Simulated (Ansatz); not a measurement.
# [InF4]-: geometry, orbitals and charge

Aim: characterise [InF4]- as a singlet: its structure, frontier levels and distribution of charge.

Program: Ansatz 0.2.0, Gaussian basis. Level of theory: RKS PBE0-D4/def2-TZVPD. These are calculated values, not measurements.

Plan: relaxation at PBE0-D4/def2-SVPD; a search for the lowest solution at PBE0-D4/def2-SVP; a single point at PBE0-D4/def2-TZVPD; harmonic vibrations at PBE0-D4/def2-SVPD.

1 further run of the same task is left out (set aside as unsound or not needed). Runs told in other sessions of the task aren't counted.

### 1 The starting structure

5 atoms, charge -1, spin multiplicity 1.

Atoms are counted from 1 here; the program's logs count them from 0.

Bond lengths: In1–F2 1.998 Å, In1–F3 1.997 Å, In1–F4 1.998 Å, In1–F5 1.997 Å. Angles: F2–In1–F3 109.4°, F2–In1–F4 109.5°, F2–In1–F5 109.5°, F3–In1–F4 109.5°, F3–In1–F5 109.5°, F4–In1–F5 109.4°.

In takes a core potential in the def2 sets. No spin-orbit coupling is included. The ion is computed in the gas phase, without counter-ions or solvent.

The start is a GFN2-xTB geometry.

### 2 Optimising with PBE0-D4/def2-SVPD

Input file in.yaml:

```yaml
crystal:
  periodic: [false, false, false]
  atoms:
    - {symbol: In, position_ang: [0.000130, 0.000030, -0.000230]}
    - {symbol: F, position_ang: [0.011710, -0.018510, 1.997580]}
    - {symbol: F, position_ang: [1.879690, 0.010550, -0.674860]}
    - {symbol: F, position_ang: [-0.949890, 1.634030, -0.646770]}
    - {symbol: F, position_ang: [-0.941640, -1.626110, -0.675720]}
basis:
  gaussian: {orbitals: def2-SVPD}
total_charge: -1
hamiltonian: {xc: pbe0, dispersion: d4}
scf: {lower_state_search: "off"}
output: {orbitals: {seedname: orbitals}}
relax: {f_tol: 0.02, max_steps: 100}
```

The run is started by

```sh
$ ansatz run in.yaml --threads 4 --pin off --events-out ev --progress --plain --max-ram 3916MiB
```

Further steps of the session: Searching for the lowest solution, PBE0-D4/def2-SVP; Single point, PBE0-D4/def2-TZVPD; Harmonic vibrations.

Before running them: what should the planned runs give, taken together? Wanted: point group; commonest bond; HOMO, LUMO at PBE0-D4/def2-TZVPD; lowest, highest wavenumber.

As calculated:

```
                        quantity                           value
                     point group                              Td
                  commonest bond  F–In, 4 of mean length 2.002 Å
HOMO, LUMO at PBE0-D4/def2-TZVPD                  -5.64, 2.51 eV
      lowest, highest wavenumber                   119, 536 cm⁻¹
```

What this shows: The molecule keeps its bonding pattern by the stored test; the atoms moved 0.00 Å (rms). All wavenumbers are real: a minimum at this level. The HOMO lies nearest to 4 F atoms about 24 % each and the LUMO to In1 28 %; 4 F atoms about 18 % each.
